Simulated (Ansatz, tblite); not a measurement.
# SiCl3(NiPr2) (C6H14Cl3NSi): one state, many levels, part 2 of 2

Aim: run the singlet of SiCl3(NiPr2) (C6H14Cl3NSi) at one geometry on many levels, and compare frontier levels, spin and run time.

Ansatz 0.2.0, Gaussian basis; as each input shows. The steps go on from the part before.

### Step 14. CCSD(T)/def2-SVP

Input file in.yaml:

```yaml
crystal:
  periodic: [false, false, false]
  atoms:
    - {symbol: Si, position_ang: [0.795287, 1.869035, 0.889460]}
    - {symbol: Cl, position_ang: [0.598002, 1.899929, 2.949264]}
    - {symbol: Cl, position_ang: [2.791768, 2.112531, 0.455064]}
    - {symbol: Cl, position_ang: [-0.190961, 3.562949, 0.228857]}
    - {symbol: N, position_ang: [0.123220, 0.459519, 0.217052]}
    - {symbol: C, position_ang: [-1.322873, 0.285794, 0.500018]}
    - {symbol: C, position_ang: [-2.156534, 0.301757, -0.780567]}
    - {symbol: C, position_ang: [-1.589914, -0.938353, 1.375200]}
    - {symbol: C, position_ang: [0.790462, -0.604707, -0.560471]}
    - {symbol: C, position_ang: [1.307159, -0.104313, -1.909820]}
    - {symbol: C, position_ang: [1.863878, -1.334739, 0.247876]}
    - {symbol: H, position_ang: [-1.629898, 1.169950, 1.090431]}
    - {symbol: H, position_ang: [-1.917477, -0.554247, -1.432082]}
    - {symbol: H, position_ang: [-3.230145, 0.245610, -0.541798]}
    - {symbol: H, position_ang: [-1.973272, 1.229122, -1.343824]}
    - {symbol: H, position_ang: [-1.320196, -1.874739, 0.860600]}
    - {symbol: H, position_ang: [-1.010634, -0.874625, 2.308665]}
    - {symbol: H, position_ang: [-2.658874, -0.999793, 1.632844]}
    - {symbol: H, position_ang: [-0.002937, -1.340794, -0.775791]}
    - {symbol: H, position_ang: [2.126653, 0.619124, -1.781692]}
    - {symbol: H, position_ang: [0.500842, 0.387769, -2.475305]}
    - {symbol: H, position_ang: [1.690014, -0.944427, -2.511484]}
    - {symbol: H, position_ang: [2.258236, -2.192175, -0.320856]}
    - {symbol: H, position_ang: [2.709373, -0.670473, 0.482403]}
    - {symbol: H, position_ang: [1.448809, -1.709705, 1.195945]}
basis:
  gaussian: {orbitals: def2-SVP, initial_orbitals: start.molden}
correlation: {method: ccsd_t}
scf: {omitted_lower_state_checks: [starts]}
output: {orbitals: {seedname: orbitals}}
```

Command:

```console
$ ansatz run in.yaml --threads 2 --pin off --events-out ev --progress --plain --max-ram 32768MiB --backend cuda --devices 0, --max-vram 18GiB
```

Output (excerpt; [...] marks lines left out):

```text
Functional definition: HF
  name "HF"
  cite "Fock, Z. Phys. 61, 126 (1930) doi:10.1007/BF01340294"
  parent pbe
[...]
2395 factors; integrals over basis functions are off by at most 1.2e-3 eV
[...]
mean field -53244.32836693 eV, -1956.6929771828 hartree, gradient 1.6e-6 eV, S^2 0.000000; 0 other end points of the search recorded, 0 dependent functions left out
27 core orbitals not correlated: weight in the atoms' cores, before any rotation towards them, 1.000 or more for the frozen orbitals, at most 0.000 for the correlated occupied ones
reference -53244.32836693 eV, -1956.6929771828 hartree; 34, 34 occupied and 179, 179 virtual orbitals, 2395 factors
second order -41.63556028 eV of doubles, -0.00000000 eV of singles
cycle   1  -43.70197574 eV  change    -2.1e0 eV  update   1.3e-1
[...]
cycle   8  -44.89392029 eV  change   -2.7e-5 eV  update   5.6e-5
perturbative correction -1.32938370 eV, -0.0488539499 hartree
Total energy: -53290.55167092 eV, -1958.3916522732 hartree
Checks for a lower state left out: starts
```

Wall time 15 s (1 × H100 (card shared with other runs) with 2 threads of AMD EPYC 7R13, shared host); peak host memory 0.8 GiB.

Report: Hartree-Fock HOMO -10.30 eV, LUMO 4.31 eV; T1 0.009.

### Step 15. MP2/def2-TZVP

in.yaml: that of step 14 with these lines changed.

```diff
@@ -29,4 +29,4 @@
 basis:
-  gaussian: {orbitals: def2-SVP, initial_orbitals: start.molden}
-correlation: {method: ccsd_t}
+  gaussian: {orbitals: def2-TZVP, initial_orbitals: start.molden}
+correlation: {method: mp2}
 scf: {omitted_lower_state_checks: [starts]}
```

The command is unchanged.

Output:

```text
Functional definition: HF
  name "HF"
  cite "Fock, Z. Phys. 61, 126 (1930) doi:10.1007/BF01340294"
  parent pbe
  exchange = exact_x
  correlation = 0
these checks for a lower state are left out or cut short: starts
2955 factors; integrals over basis functions are off by at most 1.2e-3 eV
mean field evaluation 1: about -53266.0549 eV, gradient 5.2e1 eV
mean field evaluation 2: about -53267.7799 eV, gradient 2.0e0 eV
mean field evaluation 4: about -53268.4484 eV, gradient 2.0e0 eV
mean field evaluation 8: about -53268.4587 eV, gradient 6.4e-4 eV
mean field -53268.45867443 eV, -1957.5797496274 hartree, gradient 1.1e-6 eV, S^2 0.000000; 0 other end points of the search recorded, 0 dependent functions left out
27 core orbitals not correlated: weight in the atoms' cores, before any rotation towards them, 1.000 or more for the frozen orbitals, at most 0.000 for the correlated occupied ones
reference -53268.45867443 eV, -1957.5797496274 hartree; 34, 34 occupied and 388, 388 virtual orbitals, 2955 factors
second order -51.84755906 eV of doubles, -0.00000000 eV of singles
Total energy: -53320.30623350 eV, -1959.4851122794 hartree
Checks for a lower state left out: starts
```

Wall time 6 s (1 × H100 (card shared with other runs) with 2 threads of AMD EPYC 7R13, shared host); peak host memory 0.89 GiB.

Hartree-Fock HOMO -10.24 eV, LUMO 3.42 eV.

### Step 16. RPA/def2-TZVP

in.yaml: that of step 15 with these lines changed.

```diff
@@ -30,4 +30,4 @@
   gaussian: {orbitals: def2-TZVP, initial_orbitals: start.molden}
-correlation: {method: mp2}
+hamiltonian: {xc: pbe}
+correlation: {method: rpa}
 scf: {omitted_lower_state_checks: [starts]}
-output: {orbitals: {seedname: orbitals}}
```

Same command.

Output (excerpt; [...] marks lines left out):

```text
Functional definition: PBE
  name "PBE"
  cite "Perdew, Burke & Ernzerhof, Phys. Rev. Lett. 77, 3865 (1996) doi:10.1103/PhysRevLett.77.3865"
  parent pbe
[...]
2955 factors; integrals over basis functions are off by at most 1.2e-3 eV
[...]
mean field -53365.43931252 eV, -1961.1437223413 hartree, gradient 1.7e-6 eV, S^2 0.000000; 0 other end points of the search recorded, 0 dependent functions left out
27 core orbitals not correlated: weight in the atoms' cores, before any rotation towards them, 1.000 or more for the frozen orbitals, at most 0.000 for the correlated occupied ones
reference -53265.16915202 eV, -1957.4588619084 hartree; 34, 34 occupied and 388, 388 virtual orbitals, 2955 factors
Total energy: -53350.33134747 eV, -1960.5885148662 hartree
Checks for a lower state left out: starts
```

Run time: 8.5 s. Hardware: 1 × H100 (card shared with other runs) with 2 threads of AMD EPYC 7R13, shared host; peak host memory 2.4 GiB.

### Step 17. Comparison

```tsv
level	functions	HOMO (eV)	LUMO (eV)	gap (eV)	time
HF/STO-3G	85	-8.63	6.35	14.98	3.3 s
HF/6-31G	143	-10.53	3.13	13.66	3.4 s
PBE-D4/def2-SVP	240	-5.55	-0.47	5.08	4.6 s
PBE-D4/def2-TZVP	449	-5.66	-0.88	4.78	6 s
r2SCAN-D4/def2-TZVP	449	-5.92	-0.50	5.42	7.5 s
r2SCANh-D4/def2-TZVP	449	-6.42	-0.15	6.27	7.5 s
B3LYP-D4/6-31G	143	-6.84	-0.83	6.00	7.5 s
PBE0-D4/def2-SVP	240	-6.95	0.56	7.51	7.5 s
PBE0-D4/def2-TZVP	449	-6.99	0.15	7.14	6 s
BHLYP-D4/def2-TZVP	449	-8.25	1.27	9.52	4.1 s
ωB97X-V/def2-TZVP	449	-9.37	2.43	11.80	8.5 s
```

The pieces so far (eV):

```tsv
basis	HF	MP2 correlation	CCSD correlation	(T)	total
def2-SVP	-53244.3284	-41.6356	-44.8939	-1.3294	-53290.5517
def2-TZVP	-53268.4587	-51.8476			-53320.3062 (MP2)
```

### Step 18. Binding energy

Free atoms were run apart at each level; binding is atoms less cluster, divided by the number of atoms, without zero-point or spin-orbit terms.

Differences are taken before rounding.

```tsv
method	binding an atom (eV)	from CCSD(T)/def2-SVP (eV)	time
HF/STO-3G	3.661	-0.185	3.3 s
HF/6-31G	2.718	-1.129	3.4 s
HF/def2-SVP	3.030	-0.816	
HF/def2-TZVP	2.986	-0.860	
PBE-D4/def2-SVP	4.144	+0.297	4.6 s
PBE-D4/def2-TZVP	4.112	+0.266	6 s
r2SCAN-D4/def2-TZVP	4.043	+0.197	7.5 s
r2SCANh-D4/def2-TZVP	4.026	+0.179	7.5 s
B3LYP-D4/6-31G	3.836	-0.011	7.5 s
PBE0-D4/def2-SVP	4.094	+0.248	7.5 s
PBE0-D4/def2-TZVP	4.062	+0.215	6 s
BHLYP-D4/def2-TZVP	3.933	+0.086	4.1 s
ωB97X-V/def2-TZVP	4.047	+0.201	8.5 s
MP2/def2-SVP	3.890	+0.043	
MP2/def2-TZVP	3.958	+0.112	6 s
CCSD/def2-SVP	3.805	-0.041	
CCSD(T)/def2-SVP	3.847	0	15 s
```

Some runs used a GPU and others CPU threads alone, so the times don't compare the methods' cost.

### Step 19. Outcome

The summary covers parts 1 to 2.

```
                                                 quantity                                 value
gap in def2-TZVP, named functionals, smallest and largest  4.78 eV (PBE-D4), 11.80 eV (ωB97X-V)
                     correlation energy, CCSD(T)/def2-SVP                             -46.22 eV
                        correlation energy, MP2/def2-TZVP                             -51.85 eV
                        binding an atom, CCSD(T)/def2-SVP                              3.847 eV
          PBE0 total energy, smallest basis above largest        24.17 eV (def2-SVP, def2-TZVP)
```

Orbital gaps of the named functionals in def2-TZVP span 4.78 eV (PBE-D4) to 11.80 eV (ωB97X-V); exact exchange widens it. A small miss in a minimal or small basis is a cancelling of errors, not accuracy. The functionals in def2-TZVP miss CCSD(T)/def2-SVP by +0.086 (BHLYP-D4) to +0.266 eV (PBE-D4) an atom. The yardstick is in a double-zeta basis, so levels in larger sets aren't compared like for like. The reference is CCSD(T) in one finite basis, so it carries an error of its own, often a tenth of an eV or more, and near misses can't be ranked.

The slowest run with a step of its own, CCSD(T)/def2-SVP, took 15 s; the quickest functional in def2-TZVP took 4.1 s (shared host).
